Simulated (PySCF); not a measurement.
**NbSi: from the state search to spectroscopic constants**

An exercise on one series of results from a longer session: the logs are not shown, and one member is left open.

The runs use PySCF 2.14.0; Nb def2-TZVPP with ECP28, Si def2-TZVPP, scalar-relativistic core potentials.

The first run:

The job is set up so:

```
atoms                         : Nb, Si
charge                        : 0
basis                         : Nb def2-TZVPP with ECP28, Si def2-TZVPP
Hamiltonian                   : scalar-relativistic core potentials
basis functions               : 98
electrons treated             : 27
masses in u                   : 92.9064, 27.9769
levels                        : PBE0, PBE, r²SCAN, TPSS, PW91, r²SCANh, M06-2X, ωB97X-V, HF, MP2, SCS-MP2, CCSD, CCSD(T)
grid                          : 80 radial by 434 angular points
occupations                   : held fixed by the projection of orbital angular momentum
dissociation limit            : Nb + Si, each in its ground configuration
starting distance in angstrom : 2.475
values of 2S to try           : 1, 3, 5, 7, 9
```

Run with:

```console
> OMP_NUM_THREADS=2 python dia.py task.json out
```

Among the steps run: The job; The PBE0 curve of the state that the search chose; Excited determinants; PBE (GGA); r²SCAN; TPSS (meta-GGA); PW91; r²SCANh (hybrid meta-GGA); M06-2X (hybrid meta-GGA); ωB97X-V (range-separated hybrid); ROHF (mean field); MP2 and coupled cluster.

One of the session's tables, all rows but one given; the rest of the session is left out.

It belongs to the step «The curves together». Energy (eV) from each level's lowest point:

```
R (Å)   ROHF  ROHF-MP2  ROHF-SCS-MP2  ROHF-CCSD  ROHF-CCSD(T)
2.099  1.113     0.945         0.998        n/a           n/a
2.197  0.503     0.377         0.419      0.467         0.513
2.295  0.161     0.084         0.112      0.142         0.170
2.368  0.037     0.000         0.013      0.028         0.043
2.441  0.000     0.007         0.000      0.000         0.000
2.514  0.028     0.087         0.052      0.038         0.022
2.612  0.136     0.283         0.194      0.164         0.126
2.734      ?         ?             ?          ?             ?
2.880  0.584     1.119         0.818      0.749         0.657
3.076  0.864     1.720         1.295        n/a           n/a
```

Estimate the missing values for R (Å) = 2.734.

Worked estimate for «ROHF». A straight line through the neighbours (2.612, 0.136) and (2.880, 0.584) gives 0.136 + (0.584 − 0.136) × (2.734 − 2.612) / (2.880 − 2.612) = 0.340; a parabola fitted to 4 rows on both sides gives 0.346.

**Answer.** ROHF: 0.332; ROHF-MP2: 0.631; ROHF-SCS-MP2: 0.450; ROHF-CCSD: 0.402; ROHF-CCSD(T): 0.337. In «ROHF» the line misses by +0.008 and the parabola by +0.014.

Limits of these values: The state is the lowest single determinant that the PBE0 search found; with open d or f shells the true ground state can be another one.
